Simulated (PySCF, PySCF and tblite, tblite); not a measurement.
# ethylboronic acid (C₂H₇BO₂): a path driven as rotation about a bond, and NMR exchange, part 3 of 3

PySCF and tblite. Atoms count from 0.

### Step 17. Single-point energy, saddle of leg 1: PBE0/pcSseg-1 in acetonitrile

What the job is given:

```
{"job": {"kind": "sp", "xc": "PBE0", "basis": "pcSseg-1", "solvent": "acetonitrile", "pop": false}, "charge": 0, "multiplicity": 1}
C     -1.374754    -0.786079    -0.080935
C     -0.590443     0.401037     0.467376
B      0.912349     0.477272     0.001515
O      1.291020     0.108947    -1.278928
O      1.834105     1.000804     0.854583
H     -2.441349    -0.742740     0.189150
H     -0.984602    -1.742388     0.305619
H     -1.310538    -0.828711    -1.179390
H     -1.051200     1.343351     0.110453
H     -0.645940     0.453604     1.566655
H      1.666322    -0.767517    -1.383906
H      2.695030     1.082420     0.427809
```

The program printed:

```text
coarse grid: 9776 points
cycle   1  E = -255.3358413765  dE =  4.708e-01  |g| = 8.703e-01  |ddm| = 2.818e+00
cycle   2  E = -255.2383082560  dE =  9.753e-02  |g| = 1.155e+00  |ddm| = 1.322e+00
cycle   3  E = -255.4737569320  dE = -2.354e-01  |g| = 7.112e-02  |ddm| = 7.950e-01
cycle   4  E = -255.4746680540  dE = -9.111e-04  |g| = 3.022e-02  |ddm| = 6.561e-02
cycle   5  E = -255.4748744921  dE = -2.064e-04  |g| = 6.297e-03  |ddm| = 2.251e-02
cycle   6  E = -255.4748805212  dE = -6.029e-06  |g| = 2.797e-03  |ddm| = 5.266e-03
final grid: 93648 points
cycle   7  E = -255.5205642293  dE = -2.715e-05  |g| = 8.299e-03  |ddm| = 1.665e-02
cycle   8  E = -255.5205512061  dE =  1.302e-05  |g| = 1.188e-02  |ddm| = 1.144e-02
cycle   9  E = -255.5205778025  dE = -2.660e-05  |g| = 7.668e-04  |ddm| = 6.636e-03
cycle  10  E = -255.5205779176  dE = -1.152e-07  |g| = 1.858e-04  |ddm| = 5.930e-04
cycle  11  E = -255.5205779240  dE = -6.359e-09  |g| = 6.474e-05  |ddm| = 1.493e-04
cycle  12  E = -255.5205779247  dE = -6.794e-10  |g| = 1.774e-05  |ddm| = 5.426e-05
converged SCF energy = -255.5205779247
```

Wall time 3.8 s (1 thread of Intel Xeon Platinum 8375C at 2.90GHz, shared host); peak memory 0.57 GiB.

Key values: HOMO -8.21 eV, LUMO 1.03 eV; dipole 2.32 D.

### Step 18. Shieldings, end: PBE0/pcSseg-1 in acetonitrile

What the job is given:

```
{"job": {"kind": "nmr", "xc": "PBE0", "basis": "pcSseg-1", "solvent": "acetonitrile", "pop": false}, "charge": 0, "multiplicity": 1}
C     -1.314388    -0.764595    -0.178989
C     -0.513944     0.336882     0.505285
B      0.990832     0.485815     0.043514
O      1.568915    -0.303809    -0.912002
O      1.762057     1.446720     0.619598
H     -2.351626    -0.818840     0.185756
H     -0.869364    -1.759985    -0.009047
H     -1.373162    -0.610481    -1.270209
H     -1.000602     1.317748     0.361654
H     -0.508870     0.191094     1.600068
H      0.959753    -0.956493    -1.269183
H      2.655444     1.439697     0.258017
```

The program printed:

```text
coarse grid: 9776 points
cycle   1  E = -255.3560601718  dE =  4.759e-01  |g| = 8.507e-01  |ddm| = 2.817e+00
cycle   2  E = -255.2642888349  dE =  9.177e-02  |g| = 1.129e+00  |ddm| = 1.214e+00
cycle   3  E = -255.4879808914  dE = -2.237e-01  |g| = 7.070e-02  |ddm| = 7.186e-01
cycle   4  E = -255.4889280411  dE = -9.471e-04  |g| = 2.776e-02  |ddm| = 6.651e-02
cycle   5  E = -255.4891112353  dE = -1.832e-04  |g| = 4.841e-03  |ddm| = 2.210e-02
cycle   6  E = -255.4891157885  dE = -4.553e-06  |g| = 1.652e-03  |ddm| = 4.232e-03
final grid: 93648 points
cycle   7  E = -255.5353325501  dE = -3.595e-05  |g| = 8.452e-03  |ddm| = 2.254e-02
cycle   8  E = -255.5353212951  dE =  1.125e-05  |g| = 1.149e-02  |ddm| = 1.300e-02
cycle   9  E = -255.5353476637  dE = -2.637e-05  |g| = 7.665e-04  |ddm| = 7.307e-03
cycle  10  E = -255.5353477721  dE = -1.083e-07  |g| = 2.023e-04  |ddm| = 5.888e-04
cycle  11  E = -255.5353477798  dE = -7.745e-09  |g| = 6.926e-05  |ddm| = 1.648e-04
cycle  12  E = -255.5353477805  dE = -7.444e-10  |g| = 2.398e-05  |ddm| = 4.812e-05
converged SCF energy = -255.5353477805

GIAO shielding tensors (ppm)
atom      isotropic    diamagn.    paramagn.     s11        s22        s33       span
  0 C      176.428     248.622     -72.194    169.664    172.448    187.173     17.510
  1 C      178.021     253.626     -75.605    169.377    175.344    189.342     19.965
  2 B       68.410     193.831    -125.421     46.182     67.489     91.560     45.378
  3 O      211.806     391.421    -179.614     81.493    258.015    295.911    214.419
  4 O      223.926     387.110    -163.184    119.161    270.534    282.081    162.919
  5 H       30.150      28.995       1.155     25.226     27.788     37.437     12.211
  6 H       30.444      30.812      -0.368     26.371     28.430     36.531     10.159
  7 H       30.441      30.801      -0.360     26.370     28.426     36.526     10.157
  8 H       30.497      31.351      -0.853     25.534     29.518     36.439     10.905
  9 H       30.495      31.365      -0.870     25.525     29.527     36.433     10.908
 10 H       26.267      32.890      -6.623     18.828     25.749     34.225     15.397
 11 H       26.902      29.318      -2.416     20.637     22.847     37.222     16.585
```

Wall time 7.6 s (1 thread of Intel Xeon Platinum 8375C at 2.90GHz, shared host); peak memory 0.65 GiB.

Key values: HOMO -8.63 eV, LUMO 1.42 eV; dipole 1.81 D.

### Step 19. Second level: PBE0/pcSseg-1 + D3(BJ), IEF-PCM acetonitrile

What the job is given:

```
{"job": {"smiles": "CCB(O)O", "charge": 0, "mult": 1, "motion": "rotation", "what": "boronate", "atoms": [2, 3], "drives": [{"terms": [["t", [1, 2, 3, 10], 0.5], ["t", [4, 2, 3, 10], 0.5]], "by": 180, "n": 12}], "study": "path", "level": {"kind": "nmr", "xc": "PBE0", "basis": "pcSseg-1", "wide": true, "solvent": "acetonitrile"}, "fields": [90, 100, 600], "first": 5, "seed": 202, "refine": {"xc": "PBE0", "basis": "def2-SVP"}, "kind": "pathvar"}, "charge": 0, "multiplicity": 1}
C     -1.514327    -0.640842    -0.219361
C     -0.584586     0.292755     0.555859
B      0.922206     0.316849     0.027166
O      1.381357    -0.719451    -0.714830
O      1.693330     1.381574     0.365907
H     -2.508942    -0.649547     0.222084
H     -1.118987    -1.652730    -0.213280
H     -1.598107    -0.318666    -1.254148
H     -0.992168     1.304611     0.545706
H     -0.573979    -0.014795     1.604390
H      2.293015    -0.680456    -1.007205
H      2.602385     1.380011     0.061683
```

The program printed:

```text
stationary points (kcal/mol above the start)
  n  kind          group   xTB      DFT    lowest mode
  0  minimum      C1       0.00     0.00      17.7
  1  saddle       C1       8.03     8.03    -615.9
  2  minimum      Cs      -2.16    -1.30      50.4

GFN2-xTB energies: T/K, barrier G, reaction G (kcal/mol), k forward, k back (1/s)
 150.00     7.08    -1.73        152      0.904
 200.00     7.12    -1.67   6.92e+04   2.08e+03
 250.00     7.17    -1.60   2.84e+06   2.27e+05
 298.15     7.21    -1.53    3.2e+07    4.8e+06
 350.00     7.27    -1.46   2.09e+08   5.12e+07
 400.00     7.34    -1.39   8.16e+08   2.83e+08
 500.00     7.49    -1.25   5.57e+09   3.17e+09

PBE0-D3(BJ)/def2-SVP energies: T/K, barrier G, reaction G (kcal/mol), k forward, k back (1/s)
 150.00     5.63    -3.03   1.94e+04       1.49
 200.00     5.67    -2.96   2.63e+06   3.03e+03
 250.00     5.72    -2.90   5.21e+07   3.06e+05
 298.15     5.77    -2.83   3.67e+08   6.18e+06
 350.00     5.83    -2.76   1.67e+09   6.34e+07
 400.00     5.89    -2.69   5.03e+09   3.42e+08
 500.00     6.04    -2.55   2.39e+10   3.68e+09

PBE0/pcSseg-1 + D3(BJ) energies: T/K, barrier G, reaction G (kcal/mol), k forward, k back (1/s)
 150.00     5.75    -3.17   1.33e+04      0.636
 200.00     5.79    -3.11   1.98e+06    1.6e+03
 250.00     5.83    -3.04   4.15e+07   1.83e+05
 298.15     5.88    -2.97   3.03e+08   4.02e+06
 350.00     5.94    -2.90   1.42e+09    4.4e+07
 400.00     6.01    -2.83   4.36e+09   2.48e+08
 500.00     6.15    -2.69   2.13e+10   2.85e+09

PBE0/pcSseg-1 + D3(BJ), IEF-PCM acetonitrile energies: T/K, barrier G, reaction G (kcal/mol), k forward, k back (1/s)
 150.00     7.07    -0.87        154       16.5
 200.00     7.11    -0.81   7.01e+04   1.84e+04
 250.00     7.16    -0.74   2.87e+06   1.29e+06
 298.15     7.21    -0.67   3.23e+07   2.07e+07
 350.00     7.27    -0.60   2.11e+08   1.78e+08
 400.00     7.33    -0.53   8.21e+08   8.42e+08
 500.00     7.48    -0.39    5.6e+09   7.57e+09
```

It took 4.6 min on 1 thread of Intel Xeon Platinum 8375C at 2.90GHz, shared host; peak memory 0.65 GiB. This counts the runs that the step sums up.

Barriers by level (kcal/mol; entropies in cal/(mol K)). Zero-point and thermal terms come from xTB in every row. ΔG‡ leaves symmetry out; the rate counts one path; effective ΔG‡, where given, is the barrier that would give that rate by Eyring's equation alone:

```csv
level,ΔE‡,with zero-point,ΔH‡,ΔS‡,ΔG‡ (298 K),ΔE of reaction,k at 298 K (1/s),effective ΔG‡
GFN2-xTB,8.03,7.00,6.88,-1.1,7.21,-2.16,3.2e+07,7.21
PBE0-D3(BJ)/def2-SVP,6.59,5.55,5.44,-1.1,5.77,-3.46,3.7e+08,5.77
PBE0/pcSseg-1 + D3(BJ),6.70,5.66,5.55,-1.1,5.88,-3.60,3e+08,5.88
"PBE0/pcSseg-1 + D3(BJ), IEF-PCM acetonitrile",8.03,6.99,6.88,-1.1,7.21,-1.30,3.2e+07,7.21
```

### Step 20. Summary of results

This closing draws on all 3 parts.

```
                        quantity                             value
barrier (PBE0/pcSseg-1 + D3(BJ))  ΔE‡ 6.7, ΔG‡(298 K) 5.9 kcal/mol
              barrier (GFN2-xTB)                  ΔE‡ 8.0 kcal/mol
                   rate at 298 K                         3e+08 s⁻¹
                 end of the path      -3.6 kcal/mol from the start
```

The barrier is 6.7 kcal/mol at the DFT level (xTB: 8.0); with thermal terms and the count of paths the DFT value gives a rate of 3e+08 s⁻¹ at 298 K. An error of 1.4 kcal/mol changes that rate tenfold. PBE0/pcSseg-1 + D3(BJ), IEF-PCM acetonitrile moves the barrier from 6.7 to 8.0 kcal/mol.
